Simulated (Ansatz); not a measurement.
# Ir: the cost of one run

Program: Ansatz 0.2.0, driven from Python. Level of theory: DFT PBEsol, plane waves, PAW. These are calculated values, not measurements.

This is Ir in the simple cubic structure; at room conditions it is fcc.

**1. The structure**

Ir Pm-3m: The structure is cubic, space group Pm-3m (No. 221). Conventional cell: a = 2.490 Å, b = 2.490 Å, c = 2.490 Å, α = 90.00°, β = 90.00°, γ = 90.00°. Around Ir (site symmetry m-3m) lie 6 Ir at 2.49 Å.

Ir Fd-3m: The structure is cubic, space group Fd-3m (No. 227). Conventional cell: a = 5.270 Å, b = 5.270 Å, c = 5.270 Å, α = 90.00°, β = 90.00°, γ = 90.00°. Ir (site symmetry -43m) has 4 Ir at 2.28 Å as nearest neighbours.

The script holds or builds the structure itself.

**2. Script**

The input, transition.py:

```python
"""Pressure at which two phases of Ir cross."""

import warnings

import ansatz
import numpy as np

SCF_TOL = 1e-07
XC = "pbesol"
K_SPACING = 0.39
SMEARING = "gaussian"
SIGMA = 0.05


def sc(A, a):
    return (
        ansatz.Lattice.cubic(a)
        .space_group(221)
        .atom(A, (0, 0, 0))
    )


def diamond(first, a):
    return ansatz.Crystal.diamond(first, a=a)


def compute(name, crystal, pressure=0.0):
    calc = crystal.calculation()
    calc = calc.basis(14 * ansatz.Ha, density_ratio=6).accuracy("medium")
    calc = calc.scf(tolerance=SCF_TOL)
    calc = calc.functional(XC).mixing("msr1")
    calc = calc.kpoints(spacing=K_SPACING)
    calc = calc.occupations(SMEARING, width=SIGMA)
    calc = calc.relax(force_tolerance=0.02, max_steps=40, cell=True, pressure=pressure)
    return calc.run(threads=1, pin="off")


def volume_per_atom(outcome):
    return abs(np.linalg.det(outcome.lattice.cell_ang)) / len(outcome.lattice.sites)


def main() -> None:
    warnings.simplefilter("ignore", ansatz.DeckWarning)

    phases = {}
    phases["sc"] = sc("Ir", 2.49)
    phases["diamond"] = diamond("Ir", 5.27)

    # H = E + PV, with 1 eV per cubic angstrom equal to 160.2 GPa
    pressures = [0, 10, 20, 30]
    enthalpy, volume = {name: [] for name in phases}, {name: [] for name in phases}
    for p in pressures:
        for name, crystal in phases.items():
            o = compute(name, crystal, pressure=p)
            volume[name].append(volume_per_atom(o))
            enthalpy[name].append(o.report["energy_sigma0_ev"] / len(o.lattice.sites) + p * volume[name][-1] / 160.21766)
    gap = np.array(enthalpy["diamond"]) - np.array(enthalpy["sc"])
    rows = [(p, va, vb, 1000 * d) for p, va, vb, d in zip(pressures, volume["sc"], volume["diamond"], gap)]
    print("   P (GPa)  V sc (A^3/atom)  V diamond (A^3/atom)  H(diamond) - H(sc) (meV/atom)")
    for row in rows:
        print(f"{row[0]:10d}  {row[1]:15.3f}  {row[2]:20.3f}  {row[3]:+29.1f}")
    crossings = [p0 - g0 * (p1 - p0) / (g1 - g0) for p0, p1, g0, g1 in zip(pressures, pressures[1:], gap, gap[1:]) if g0 * g1 < 0]
    print("crossing near", [round(float(p), 1) for p in crossings], "GPa") if crossings else print("no crossing in this range")


if __name__ == "__main__":
    main()
```

**3. The calls as engine input**

The package turns the script's settings into the engine's input (first run):

```yaml
crystal:
  lattice:
    bravais: cubic
    a: 2.49
  space_group: 221
  atoms:
    - { symbol: Ir, position: [0.0, 0.0, 0.0] }
accuracy: medium
basis:
  ecutwfc: 380.959407443832
  ecutrho_ratio: 6
kpoints:
  mp_grid:
    kspacing: 0.39
hamiltonian:
  xc: pbesol
scf:
  convergence:
    dr2_threshold: 1.0e-07
  mixing:
    algorithm: msr1
  occupations:
    method: gaussian
    width: 0.05
relax:
  f_tol: 0.02
  max_steps: 40
  cell:
    p_target: 0.0
```

**4. Running it**

On the command line:

```
python transition.py
```

**Question.** How long does this script take on 1 thread of Arm Neoverse V2, shared host, and how much memory does it need?

About 21 s, with a peak of 0.37 GiB.
